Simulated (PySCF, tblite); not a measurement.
# CH4B3F4P: geometry, infrared bands and NMR shifts

Aim: predict the infrared bands and NMR shifts of CH4B3F4P (`FB(F)CB(P)B(F)F`).

The runs use tblite 0.8.0 and PySCF 2.14.0, with density-fitted response routines of our own; the level of theory stands in each step. All values are computed, except where a source is named. Atoms count from 0, in the outputs and in this text.

**1. The molecule as given**

13 atoms, charge 0, multiplicity 1; geometry from: force field or distance geometry start.

Bonds of the start (Å): F0–B1 1.43, B1–F2 1.47, B1–C3 1.57, C3–B4 1.59, B4–P5 1.94, B4–B6 1.66, B6–F7 1.45, B6–F8 1.45, C3–H9 1.13, C3–H10 1.10, P5–H11 1.45, P5–H12 1.47.

**2. Geometry optimisation with GFN2-xTB**

What the job is given:

```
{"job": {"kind": "relax", "xc": "GFN2-xTB", "basis": "xTB"}, "charge": 0, "multiplicity": 1}
F      1.892700     2.011400     0.381500
B      1.676500     0.597900     0.421500
F      2.001400    -0.206700     1.606800
C      0.975100    -0.109900    -0.787200
B     -0.598000    -0.142100    -0.533700
P     -1.395000    -1.876400    -0.202700
B     -1.254600     1.277900     0.009900
F     -2.232900     1.315200     1.084500
F     -0.980000     2.554000    -0.616600
H      1.342100    -1.178400    -0.766200
H      1.195900     0.337600    -1.765500
H     -2.322100    -1.828300     0.911300
H     -0.305600    -2.751600     0.238700
```

On the command line:

```console
$ OMP_NUM_THREADS=1 python probes_run.py task.json out
```

The driver reads the jobs from task.json and runs them one after another.

**Question.** This job is followed by: GFN2-xTB harmonic vibrations, gas phase; GIAO PBE0/pcSseg-1 NMR shielding, non-relativistic, gas phase. What will the session give for the following? strongest single infrared mode (GFN2-xTB); zero-point energy (GFN2-xTB); 13C shifts against TMS (PBE0/pcSseg-1); 1H shifts against TMS (PBE0/pcSseg-1, means over atoms taken as alike); 19F shifts against CFCl3 (PBE0/pcSseg-1, means over atoms taken as alike); 11B shifts against BF3·OEt2 (PBE0/pcSseg-1); 31P shifts against H3PO4 (PBE0/pcSseg-1).

The runs gave:

| quantity | value |
| --- | --- |
| strongest single infrared mode (GFN2-xTB) | 1294 cm⁻¹, 481 km/mol |
| zero-point energy (GFN2-xTB) | 41.4 kcal/mol |
| 13C shifts against TMS (PBE0/pcSseg-1) | 29.5 ppm |
| 1H shifts against TMS (PBE0/pcSseg-1, means over atoms taken as alike) | 3.31, 2.29 ppm |
| 19F shifts against CFCl3 (PBE0/pcSseg-1, means over atoms taken as alike) | -43.9, -60.9 ppm |
| 11B shifts against BF3·OEt2 (PBE0/pcSseg-1) | 95.8, 31.0, 25.7 ppm |
| 31P shifts against H3PO4 (PBE0/pcSseg-1) | -159.1 ppm |

**Reading.** Over 132 steps the energy fell by 1.744 eV; of the close pairs, B1–F2 changed most, 1.469 to 1.320 Å. All 33 modes are real, so the xTB geometry is a minimum. The strongest single mode, at 1294 cm⁻¹, moves mainly B1. GFN2-xTB is a fitted tight-binding method: band positions and strengths are rough. Its intensities can rank the bands wrongly. At PBE0/pcSseg-1: Shielding is most anisotropic at F7, F8 (span 333 ppm, paramagnetic term -253 ppm).
